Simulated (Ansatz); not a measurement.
# Ag+ with C₂H₂: structure and interaction energy

An exercise on one series of results from a longer session: the logs are not shown, and one member is left open.

Method: PBE0-D4 structure, single points in def2-TZVPPD; program: Ansatz 0.2.0, Gaussian basis.

Levels: PBE-D4, revPBE-D4, BLYP-D4, r2SCAN-D4, B97M-V, PBE0-D4, B3LYP-D4, HSE06-D4, wB97X-V, wB97M-V, B2PLYP, Hartree-Fock, MP2, CCSD, CCSD(T). The reference is CCSD(T) extrapolated to the basis limit. For elements past Ar these valence bases correlate outer-core shells poorly, so that limit is rough.

Correlated methods freeze the cores. Filled d shells of the heavier atoms are correlated. Core potentials replace the inner electrons past krypton, and spin-orbit coupling is left out. B3LYP uses VWN-RPA correlation. B2PLYP carries no dispersion term here.

163 further runs of the same task are left out: 163 set aside as unsound or not needed.

### The starting structure

The pair, from a GFN2-xTB docking trial: 5 atoms, charge 1, spin multiplicity 1.

Atoms are counted from 1 here; the program's logs count them from 0.

Bond lengths: Ag1–C2 2.336 Å, Ag1–C3 2.312 Å, C2–C3 1.222 Å, C2–H4 1.071 Å, C3–H5 1.074 Å. Angles: C2–Ag1–C3 30.5°, Ag1–C2–C3 73.7°, Ag1–C2–H4 118.9°, C3–C2–H4 167.4°, Ag1–C3–C2 75.8°, Ag1–C3–H5 120.1°, C2–C3–H5 163.9°.

Coordinates:

```xyz
5
C2H2Ag
Ag    0.30570    1.07180   -1.53810
C     0.11340    0.26400    0.64510
C    -0.23560   -0.64760   -0.09030
H     0.35490    0.91460    1.46130
H    -0.53840   -1.60280   -0.47800
```

Atoms 1 to 1 are fragment A (Ag+), the rest fragment B (C₂H₂).

Set-up of the first run:

File pre/in.yaml:

```yaml
crystal:
  periodic: [false, false, false]
  atoms:
    - {symbol: Ag, position_ang: [0.305700, 1.071800, -1.538100]}
    - {symbol: C, position_ang: [0.113400, 0.264000, 0.645100]}
    - {symbol: C, position_ang: [-0.235600, -0.647600, -0.090300]}
    - {symbol: H, position_ang: [0.354900, 0.914600, 1.461300]}
    - {symbol: H, position_ang: [-0.538400, -1.602800, -0.478000]}
basis:
  gaussian: {orbitals: def2-SVP}
total_charge: 1
hamiltonian: {xc: pbe, dispersion: d4}
relax: {f_tol: 0.03, max_steps: 250}
```

The run is started by

```console
ansatz run in.yaml --threads 2 --pin off --events-out ev --progress --plain --max-ram 5222MiB
```

Steps of the session up to this table: A first relaxation in a small basis; Relaxation at PBE0-D4; wB97X-V/def2-TZVPPD; wB97M-V/def2-TZVPPD; B2PLYP/def2-TZVPPD; B97M-V/def2-TZVPPD; CCSD(T)/def2-TZVPPD; MP2/def2-QZVPPD; SPW92/def2-SVP; wB97M-V/def2-SVP; CCSD(T)/def2-SVP; Vibrations of the pair.

One of the session's tables, all rows but one given; the rest of the session is left out.

```
      method  interaction (kcal/mol)
      PBE-D4                  -40.85
   revPBE-D4                  -37.27
     BLYP-D4                  -38.56
   r2SCAN-D4                  -40.79
      B97M-V                  -37.59
     PBE0-D4                  -36.56
    B3LYP-D4                  -35.80
    HSE06-D4                  -36.54
     wB97X-V                  -33.53
     wB97M-V                  -33.53
      B2PLYP                  -32.77
Hartree-Fock                  -17.63
         MP2                  -32.95
        CCSD                       ?
     CCSD(T)                  -29.23
 CCSD(T)/CBS                  -33.42
```

Estimate the missing values for CCSD.

The run gave: interaction (kcal/mol): -27.43. In the column «interaction (kcal/mol)» it lies between CCSD(T) (-29.23) and Hartree-Fock (-17.63).
